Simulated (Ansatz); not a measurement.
# BH6OSn+ (SMILES [BH2][SnH2][OH2+]): a rigid scan of the angle H6–Sn2–H7

An exercise on one series of results from a longer session: the logs are not shown, and one member is left open.

The runs use Ansatz 0.2.0, Gaussian basis; single points in def2-TZVPP.

Levels: PBE-D4, r2SCAN-D4, PBE0-D4, B3LYP-D4, wB97M-V, Hartree-Fock, MP2, CCSD, CCSD(T). The scan takes 94.3, 98.8, 103.3, 107.8, 112.3, 116.8, 121.3, 125.8, 130.3°.

Cores are frozen in the correlated methods. Filled d shells of the heavier atoms are correlated. Core potentials replace the inner electrons past krypton, and spin-orbit coupling is left out. B3LYP uses VWN-RPA correlation.

61 further runs of the same task are left out: 1 that didn't finish, 60 set aside as unsound or not needed.

### The starting structure

The minimum, relaxed at PBE0-D4: SMILES `[BH2][SnH2][OH2+]`, 9 atoms, charge 1, spin multiplicity 1.

Atoms are counted from 1 here; the program's logs count them from 0.

Bond lengths: B1–Sn2 2.237 Å, B1–H4 1.188 Å, B1–H5 1.187 Å, Sn2–O3 2.231 Å, Sn2–H6 1.695 Å, Sn2–H7 1.693 Å, O3–H8 0.965 Å, O3–H9 0.965 Å. Angles: Sn2–B1–H4 118.8°, Sn2–B1–H5 117.9°, H4–B1–H5 123.3°, B1–Sn2–O3 100.2°, B1–Sn2–H6 121.7°, B1–Sn2–H7 122.3°, O3–Sn2–H6 96.4°, O3–Sn2–H7 92.1°, H6–Sn2–H7 112.3°, Sn2–O3–H8 122.8°, Sn2–O3–H9 124.7°, H8–O3–H9 108.5°.

Geometry (Å):

```
B    -1.29351    0.55640   -1.28814
Sn    0.58996    0.70642   -0.08969
O     0.47930   -1.20146    1.06237
H    -2.03386   -0.34987   -1.08156
H    -1.50358    1.39653   -2.10009
H     0.71053    1.73317    1.25355
H     2.10532    0.30423   -0.72934
H     1.25452   -1.62010    1.45724
H    -0.30869   -1.52531    1.51567
```

Energies of the minimum (eV), from earlier single points: PBE-D4 -8641.97282, r2SCAN-D4 -8646.29675, PBE0-D4 -8642.62131, B3LYP-D4 -8648.26258, wB97M-V -8642.94009, CCSD(T) -8622.85772.

At the minimum the angle H6–Sn2–H7 is 112.3°.

The first run:

File pbe-tzvpp/in.yaml:

```yaml
crystal:
  periodic: [false, false, false]
  atoms:
    - {symbol: B, position_ang: [-1.293511, 0.556397, -1.288139]}
    - {symbol: Sn, position_ang: [0.589960, 0.706416, -0.089692]}
    - {symbol: O, position_ang: [0.479296, -1.201464, 1.062368]}
    - {symbol: H, position_ang: [-2.033861, -0.349870, -1.081556]}
    - {symbol: H, position_ang: [-1.503580, 1.396531, -2.100093]}
    - {symbol: H, position_ang: [1.226790, 1.678575, 1.144164]}
    - {symbol: H, position_ang: [2.105319, 0.304230, -0.729342]}
    - {symbol: H, position_ang: [1.254524, -1.620096, 1.457239]}
    - {symbol: H, position_ang: [-0.308691, -1.525312, 1.515669]}
basis:
  gaussian: {orbitals: def2-TZVPP}
total_charge: 1
hamiltonian: {xc: pbe, dispersion: d4}
output: {forces: true}
```

r2scan-tzvpp/in.yaml, as changes to pbe-tzvpp/in.yaml:

```diff
-hamiltonian: {xc: pbe, dispersion: d4}
+hamiltonian: {xc: r2scan, dispersion: d4}
```

pbe0-tzvpp/in.yaml:

```diff
-hamiltonian: {xc: pbe, dispersion: d4}
-output: {forces: true}
+hamiltonian: {xc: pbe0, dispersion: d4}
+output: {forces: true, orbitals: {seedname: orbitals}}
```

b3lyp-tzvpp/in.yaml:

```diff
-hamiltonian: {xc: pbe, dispersion: d4}
+hamiltonian: {xc: {name: B3LYP}, dispersion: d4}
```

wb97mv-tzvpp/in.yaml:

```diff
-hamiltonian: {xc: pbe, dispersion: d4}
-output: {forces: true}
+hamiltonian: {xc: {name: wB97M-V}}
```

ccsdt-tzvpp/in.yaml:

```diff
-hamiltonian: {xc: pbe, dispersion: d4}
-output: {forces: true}
+correlation: {method: ccsd_t}
```

Each run has its own folder and the same command.

Command:

```sh
ansatz run in.yaml --threads 2 --pin off --events-out ev --progress --plain --max-ram 4352MiB
```

Among the steps run: H6–Sn2–H7 = 94.3°; H6–Sn2–H7 = 98.8°; H6–Sn2–H7 = 103.3°; H6–Sn2–H7 = 107.8°; H6–Sn2–H7 = 112.3°; H6–Sn2–H7 = 116.8°; H6–Sn2–H7 = 121.3°; H6–Sn2–H7 = 125.8°; H6–Sn2–H7 = 130.3°.

One of the session's tables, all rows but one given; the rest of the session is left out.

Energies less that of the minimum at the same level (kJ/mol):

```
      angle (°)  PBE-D4  PBE0-D4  B3LYP-D4  wB97M-V  Hartree-Fock
           94.3    13.1     15.3      14.7     16.2          19.5
           98.8     7.1      8.5       8.1      9.1          11.1
          103.3     3.0      3.8       3.5      4.1           5.0
          107.8     0.6      0.9       0.8      1.1           1.4
          112.3     0.0      0.0       0.0      0.0           0.0
112.3 (minimum)     0.0      0.0       0.0      0.0           0.0
          116.8       ?        ?         ?        ?             ?
          121.3     3.7      3.5       3.8      3.4           3.9
          125.8     8.0      8.0       8.4      7.9           9.1
          130.3    13.9     14.2      14.7     14.2          16.5
```

**Question.** Estimate the row for angle (°) = 116.8.

The run gave: PBE-D4: 1.0; PBE0-D4: 0.9; B3LYP-D4: 1.0; wB97M-V: 0.8; Hartree-Fock: 0.9.
